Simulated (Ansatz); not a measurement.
Run this with Ansatz's Python interface and show what comes out.

Contents of `ca3gen_ca3gen.cif`:
```cif
data_Ca3GeN
_cell_length_a 4.757300
_cell_length_b 4.757300
_cell_length_c 4.757300
_cell_angle_alpha 90.00000
_cell_angle_beta 90.00000
_cell_angle_gamma 90.00000
_symmetry_space_group_name_H-M 'P 1'
_symmetry_Int_Tables_number 1
loop_
_symmetry_equiv_pos_as_xyz
'x, y, z'
loop_
_atom_site_label
_atom_site_type_symbol
_atom_site_fract_x
_atom_site_fract_y
_atom_site_fract_z
Ca1 Ca    0.000000    0.500000    0.500000
Ca2 Ca    0.500000    0.000000    0.500000
Ca3 Ca    0.500000    0.500000    0.000000
Ge4 Ge    0.000000    0.000000    0.000000
N5 N    0.500000    0.500000    0.500000
```

Input file `ca3gen_ca.vasp`:
```text
Ca
1.0
   0.00000000    2.79420000    2.79420000
   2.79420000    0.00000000    2.79420000
   2.79420000    2.79420000    0.00000000
Ca
1
Direct
   0.00000000    0.00000000    0.00000000
```

The script reads `ca3gen_ge.cif`:
```cif
data_Ge
_cell_length_a 4.000683
_cell_length_b 4.000683
_cell_length_c 4.000683
_cell_angle_alpha 60.00000
_cell_angle_beta 60.00000
_cell_angle_gamma 60.00000
_symmetry_space_group_name_H-M 'P 1'
_symmetry_Int_Tables_number 1
loop_
_symmetry_equiv_pos_as_xyz
'x, y, z'
loop_
_atom_site_label
_atom_site_type_symbol
_atom_site_fract_x
_atom_site_fract_y
_atom_site_fract_z
Ge1 Ge    0.000000    0.000000    0.000000
Ge2 Ge    0.250000    0.250000    0.250000
```

`ca3gen_n2.vasp`
```text
N
1.0
   9.00000000    0.00000000    0.00000000
   0.00000000    9.50000000    0.00000000
   0.00000000    0.00000000   10.00000000
N
2
Direct
   0.50000000    0.50000000    0.44450000
   0.50000000    0.50000000    0.55550000
```

`formation_ca3gen.py`
```python
"""Is Ca3GeN bound against its elements, after relaxing atoms and volume at fixed cell shape."""

from collections import Counter
import warnings

import ansatz as az
from ase.io import read
import numpy as np

GASES = {"N2"}


def run_phase(name, crystal):
    calc = crystal.calculation()
    calc = calc.functional("r2scan")
    calc = calc.basis(650)
    calc = calc.kpoints(spacing=0.33).occupations("fermi_dirac", width=0.02)
    calc = calc.stress()
    if name in GASES:
        return calc.kpoints(1, 1, 1).relax(force_tolerance=0.01, max_steps=40).run()
    calc = calc.relax(force_tolerance=0.01, max_steps=40, fix_cell=["shape"])
    return calc.run()


def counts(outcome):
    return Counter(site.symbol for site in outcome.lattice.sites)

def formation_energy(outcome, mu):
    n = counts(outcome)
    return (outcome.report["energy_sigma0_ev"] - sum(k * mu[element] for element, k in n.items())) / sum(n.values())


def volume_per_atom(outcome):
    return abs(np.linalg.det(outcome.lattice.cell_ang)) / len(outcome.lattice.sites)


def main() -> None:
    warnings.simplefilter("ignore", az.DeckWarning)

    phases = {}
    atoms = read("ca3gen_ca3gen.cif")
    ca3gen = az.Crystal.from_ase(atoms)
    phases["Ca3GeN"] = ca3gen
    atoms = read("ca3gen_ca.vasp", format="vasp")
    ca = az.Crystal.from_ase(atoms)
    phases["Ca"] = ca
    atoms = read("ca3gen_ge.cif")
    ge = az.Crystal.from_ase(atoms)
    phases["Ge"] = ge
    atoms = read("ca3gen_n2.vasp", format="vasp")
    n2 = az.Crystal.from_ase(atoms)
    phases["N2"] = n2

    done = {}
    for name, crystal in phases.items():
        done[name] = run_phase(name, crystal)
        print(f"{name}: {done[name].report['energy_sigma0_ev']:.4f} eV, {len(done[name].lattice.sites)} atoms")

    # chemical potentials of the elements at zero temperature
    references = {"Ca": "Ca", "Ge": "Ge", "N": "N2"}
    mu = {element: done[name].report["energy_sigma0_ev"] / len(done[name].lattice.sites) for element, name in references.items()}

    target = done["Ca3GeN"]
    heat = formation_energy(target, mu)
    n = counts(target)
    print("cell content:", dict(n), " volume", round(volume_per_atom(target), 3), "A^3/atom")
    print("formation energy", round(heat, 4), "eV/atom,", round(heat * sum(n.values()), 4), "eV per cell")
    print("bound against the elements" if heat < 0 else "unbound against the elements")
    # gas references are bare DFT energies, without zero-point or fitted corrections


if __name__ == "__main__":
    main()
```

`python formation_ca3gen.py` gives:
```text
Ca3GeN: -10157.0803 eV, 5 atoms
Ca: -1821.6511 eV, 1 atoms
Ge: -8605.7774 eV, 2 atoms
N2: -769.6302 eV, 2 atoms
cell content: {<Element.CA: 'Ca'>: 3, <Element.GE: 'Ge'>: 1, <Element.N: 'N'>: 1}  volume 22.027 A^3/atom
formation energy -0.8847 eV/atom, -4.4233 eV per cell
bound against the elements
```

Total energies depend on the potentials; only differences at equal settings carry meaning. For the metals among these phases the mesh is modest: differences between phases can be off by up to 40 meV an atom. The program warned that this SCF threshold is loose for forces or stresses. Atoms and volume are relaxed with the cell's shape held, which in cells of lower than cubic symmetry can hide stresses and shift volumes. The cells come from databases of deposited and of computed structures, and not all need be stable phases. The compound is the structure given, not necessarily its lowest; energies are at zero temperature, with no correction for gases. A semilocal functional's error on such energies is often 0.05 to 0.1 eV an atom, and 0.1 to 0.3 eV against gases such as O2 or F2. The script silences the warnings on its input, which a real study should read. Timing: 3.7 min on 1 thread of Arm Neoverse V1 (shared host), peak memory 2.2 GiB.

(Lines on the test bed's own set-up are left out of the output.)
